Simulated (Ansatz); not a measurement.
What does this script print? It uses Ansatz 0.2.0 through its Python package.

Script `run_eos.py`:
```python
"""Energy against volume for Sr2Rh, with a fit."""

import warnings

import ansatz as az
import numpy as np
from pymatgen.analysis.eos import EOS

VECTORS = np.array([
    [0.0, 3.650955, 3.650955],
    [3.650955, 0.0, 3.650955],
    [3.650955, 3.650955, 0.0],
])
SITES = [
    ("Sr", (0.75, 0.75, 0.75)),
    ("Sr", (0.25, 0.25, 0.25)),
    ("Rh", (0.0, 0.0, 0.0)),
]


def make_crystal(cell):
    crystal = az.Crystal(lattice=az.Lattice.of(cell))
    for symbol, position in SITES:
        crystal = crystal.atom(symbol, position)
    return crystal

warnings.simplefilter("ignore", az.DeckWarning)

# scale the volume, keep shape and fractions
volumes, energies, pressures = [], [], []
for scale in np.linspace(0.94, 1.06, 7):
    cell = VECTORS * scale ** (1 / 3)
    model = (
        make_crystal(cell).calculation()
        .functional("r2scan")
        .basis(600)
        .occupations("fermi_dirac", width=0.1)
        .kpoints(7, 7, 7)
        .stress()
    )
    report = model.run().report
    volumes.append(abs(np.linalg.det(cell)) / len(SITES))
    energies.append(report["free_energy_ev"] / len(SITES))
    pressures.append(np.trace(report["stress_gpa"]) / 3)
    print(f"V = {volumes[-1]:8.4f} A^3/atom  F = {energies[-1]:.5f} eV/atom  P = {pressures[-1]:8.3f} GPa")

for form in ["murnaghan", "vinet", "birch_murnaghan"]:
    fit = EOS(eos_name=form).fit(volumes, energies)
    print(f"{form:18s} V0 {fit.v0:8.4f} A^3/atom  B0 {fit.b0_GPa:7.1f} GPa  B1 {fit.b1:5.2f}")
```

`python run_eos.py` gives:
```text
V =  30.4969 A^3/atom  F = -4508.62270 eV/atom  P =    2.076 GPa
V =  31.1458 A^3/atom  F = -4508.62938 eV/atom  P =    1.235 GPa
V =  31.7947 A^3/atom  F = -4508.63281 eV/atom  P =    0.474 GPa
V =  32.4435 A^3/atom  F = -4508.63331 eV/atom  P =   -0.214 GPa
V =  33.0924 A^3/atom  F = -4508.63116 eV/atom  P =   -0.838 GPa
V =  33.7413 A^3/atom  F = -4508.62661 eV/atom  P =   -1.402 GPa
V =  34.3901 A^3/atom  F = -4508.61988 eV/atom  P =   -1.913 GPa
murnaghan          V0  32.2341 A^3/atom  B0    33.5 GPa  B1  3.96
vinet              V0  32.2344 A^3/atom  B0    33.6 GPa  B1  3.94
birch_murnaghan    V0  32.2343 A^3/atom  B0    33.6 GPa  B1  3.95
```

A third-order Birch-Murnaghan fit through the 7 points has its minimum at 32.23 Å³ an atom, 0.6 % below the typed cell, with a bulk modulus of 34 GPa and dB/dP = 3.9. From that minimum the energy rises by 10.8 meV an atom on the compressed side and 13.6 meV on the expanded side.

Notes:
- Total energies depend on the potentials; only differences at equal settings carry meaning.
- No spin polarisation was allowed.
- The mesh is modest for a metal, so energies can be off by several to tens of meV an atom and pressures by half a GPa or more; differences at equal mesh fare better.
- Pressure is positive in compression.
- The structure comes from a database of computed cells and needn't be a stable or known phase.
- Run time: 42 s on 1 thread of Intel(R) Xeon(R) Processor @ 2.30GHz, on a shared host, peak memory 1.1 GiB.
